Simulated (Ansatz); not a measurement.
# LuAl2: how the settings move a single-point run

Question: which choices in the input matter for LuAl2?

Computed with Ansatz 0.2.0 (reference: DFT, r2SCAN, PAW with Ansatz's default frozen-core files, scalar-relativistic, unless a step's input says otherwise).

## Step 1: Starting point

The structure is cubic, space group Fd-3m (No. 227). Conventional cell: a = 7.712 Å, b = 7.712 Å, c = 7.712 Å, α = 90.00°, β = 90.00°, γ = 90.00°. Lu (site symmetry -43m) is surrounded by 12 Al at 3.20 Å and 4 Lu at 3.34 Å. Al (site symmetry -3m) is surrounded by 6 Al at 2.73 Å.

Structure file:

```xyz
6
Lattice="0.0000 3.8562 3.8562 3.8562 0.0000 3.8562 3.8562 3.8562 0.0000" Properties=species:S:1:pos:R:3 pbc="T T T"
Lu    0.0000    0.0000    0.0000
Lu    1.9281    1.9281    1.9281
Al    4.8202    4.8202    4.8202
Al    4.8202    2.8921    2.8921
Al    2.8921    4.8202    2.8921
Al    2.8921    2.8921    4.8202
```

## Step 2: Reference

input.yaml reads:

```yaml
crystal:
  lattice:
    - [0.0, 3.8561654466, 3.8561654466]
    - [3.8561654466, 0.0, 3.8561654466]
    - [3.8561654466, 3.8561654466, 0.0]
  atoms:
    - { symbol: Lu, position: [0.0, 0.0, 0.0] }
    - { symbol: Lu, position: [0.25, 0.25, 0.25] }
    - { symbol: Al, position: [0.625, 0.625, 0.625] }
    - { symbol: Al, position: [0.125, 0.625, 0.625] }
    - { symbol: Al, position: [0.625, 0.125, 0.625] }
    - { symbol: Al, position: [0.625, 0.625, 0.125] }
kpoints:
  mp_grid: { grid: [6, 6, 6] }
  band_path:
    path:
      - [0.0, 0.0, 0.0]
      - [0.5, 0.0, 0.5]
      - [0.625, 0.25, 0.625]
      - [0.375, 0.375, 0.75]
      - [0.0, 0.0, 0.0]
      - [0.5, 0.5, 0.5]
      - [0.5, 0.25, 0.75]
      - [0.5, 0.0, 0.5]
    npoints: 14
scf:
  occupations: { method: fermi_dirac, width: 0.05 }
hamiltonian:
  xc: r2scan
  pseudopotentials: { kind: paw }
output:
  forces: true
  stress: true
  eigenvalues: true
  efg: { contact_densities: true }
  populations: true
  bader: true
  dos: { projected: true, de: 0.2, e_range: [-14, 8] }
  write_density: true
  write_potential: true
  elf: true
  volumetric_format: npy
```

Launch:

```console
$ ansatz run input.yaml --threads 2 --pin off --max-ram 6144MiB --backend cpu --events-out ev --progress --plain --runs-dir out
```

## Step 3: Variant: occupations.method gaussian, occupations.width 0.01, n_extra_bands 4, dr2_threshold 1.0e-08

Edit input.yaml of step 2 so:

```diff
@@ -26,3 +26,5 @@
 scf:
-  occupations: { method: fermi_dirac, width: 0.05 }
+  occupations: { method: gaussian, width: 0.01 }
+  n_extra_bands: 4
+  convergence: { dr2_threshold: 1.0e-08 }
 hamiltonian:
@@ -36,7 +38 @@
   populations: true
-  bader: true
-  dos: { projected: true, de: 0.2, e_range: [-14, 8] }
-  write_density: true
-  write_potential: true
-  elf: true
-  volumetric_format: npy
```

What does the calculation give? Wanted: for each run, ending; energy change; pressure; gap; force.

**Answer**, as computed:

| run | ending | energy change | pressure (GPa) | gap (eV) | force (eV/Å) | cycles | time |
| --- | --- | --- | --- | --- | --- | --- | --- |
| reference | converged | 0 | -0.3 | 0.00 | 0.00 | 8 | 35 s |
| 1: occupations.method gaussian, occupations.width 0.01, n_extra_bands 4, dr2_threshold 1.0e-08 | converged | +0.4 meV/atom (σ→0) | -0.3 | 0.00 | 0.00 | 9 | 21 s |

Times don't compare one to one where runs were asked for different outputs or read a saved state (see the inputs); cycles may leave out searches for a lower state.

Residual by cycle in the longest SCF loop of each run; runs are numbered as in the table. The quantity is the density residual dr2, in eV.

| cycle | reference | run 1 |
| --- | --- | --- |
| 1 | 0.0424 | 0.0419 |
| 2 | 0.021 | 0.0229 |
| 3 | 0.00488 | 0.00487 |
| 4 | 8.9e-5 | 9.4e-5 |
| 5 | 1.8e-5 | 1.8e-5 |
| 6 | 1.1e-6 | 1.4e-6 |
| 7 | 7.4e-8 | 5.6e-8 |
| 8 | 2.0e-8 | 1.0e-8 |
| 9 | - | 1.8e-9 |

**Reading.** Changing the smearing, band count and convergence setting hardly moves the energy: +0.4 meV/atom.
